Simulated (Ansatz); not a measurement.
# GePH2 (doublet): the correlation ladder, cc-pVTZ

One table from this session's results is given with a row withheld; the runs are named, their logs left out.

Program: Ansatz 0.2.0, Gaussian basis. Level of theory: cc-pVTZ, core rule «outside noble gas», up to 19 orbitals frozen. These are calculated values, not measurements.

The runs, in order: UHF; CCSD(T) on ROHF; CCSD(T) on UHF; BCCD(T) on ROHF; CCSDT(Q) on ROHF; CCSDT(Q) on UHF; CASSCF and MRCISD+Q, 11 electrons in 10 orbitals; CASSCF and NEVPT2, 11 electrons in 10 orbitals.

5 further runs of the same task are left out: 5 set aside as unsound or not needed.

### The geometry

The geometry is a PBE0/def2-TZVP stationary point (not a proven minimum). No spin-orbit coupling is included. The filled d shell of Ge may be among the frozen orbitals whatever the setting's name suggests; the logs give the count.

4 atoms, charge 0, spin multiplicity 2.

Atoms are counted from 1 here; the program's logs count them from 0.

Bond lengths: Ge1–P2 2.195 Å, P2–H3 1.408 Å, P2–H4 1.408 Å. Angles: Ge1–P2–H3 128.2°, Ge1–P2–H4 128.2°, H3–P2–H4 103.7°.

The first run:

Contents of in.yaml:

```yaml
crystal:
  periodic: [false, false, false]
  atoms:
    - {symbol: Ge, position_ang: [0.000000, 0.000000, 0.701976]}
    - {symbol: P, position_ang: [0.000000, 0.000000, -1.492532]}
    - {symbol: H, position_ang: [0.000000, 1.107306, -2.362335]}
    - {symbol: H, position_ang: [0.000000, -1.107306, -2.362335]}
basis:
  gaussian: {orbitals: cc-pVTZ}
magnetization: {spin_polarized: true, initial_magnetization: 1}
hamiltonian: {xc: hf}
output: {orbitals: {seedname: orbitals}}
```

Run with:

```bash
ansatz run in.yaml --threads 1 --pin off --events-out ev --progress --plain --max-ram 2816MiB --backend cpu
```

Steps of the session up to this table: UHF; CCSD(T) on ROHF; CCSD(T) on UHF; BCCD(T) on ROHF; CCSDT(Q) on ROHF; CCSDT(Q) on UHF; CASSCF and MRCISD+Q, 11 electrons in 10 orbitals; CASSCF and NEVPT2, 11 electrons in 10 orbitals.

One table of the session follows, with a row left open; its other results are not shown here.

```
          method  from UCCSDT(Q) (meV)
            ROHF               +7818.3
             UHF               +7698.2
            RMP2               +1331.5
            UMP2               +1357.3
           RCCSD                +444.6
           UCCSD                +437.8
        RCCSD(T)                 +70.8
        UCCSD(T)                 +69.6
         BCCD(T)                 +68.6
          RCCSDT                 +29.6
          UCCSDT                 +26.3
       RCCSDT(Q)                     ?
       UCCSDT(Q)                     0
  CASSCF valence               +5834.1
  NEVPT2 valence               +1378.8
  MRCISD valence                +629.8
MRCISD+Q valence                +112.0
```

Q: Estimate the row for RCCSDT(Q) from the others.

The run gave: from UCCSDT(Q) (meV): +4.4. In the column «from UCCSDT(Q) (meV)» it lies between UCCSDT(Q) (0) and UCCSDT (+26.3).

Among the levels timed on like hardware and quicker than the yardstick, those that no quicker one beats, quickest first: RCCSD(T) (8 s, +70.8 meV); UCCSD(T) (8 s, +69.6 meV); BCCD(T) (8.5 s, +68.6 meV).

With the free atoms at the same levels and basis (separate runs), the atomisation energy is 8.637 eV at UCCSDT(Q), 8.618 eV at RCCSD(T), 8.606 eV at UCCSD(T), 5.640 eV at ROHF.

Caveats from the session: Of the multireference levels listed MRCISD+Q valence comes nearest in total energy (+112.0 meV), which doesn't show that its space is the better one. Restricted and unrestricted rows rest on different reference determinants; where their highest levels disagree by more than a few hundredths of an eV, they describe different states and don't form one ladder.
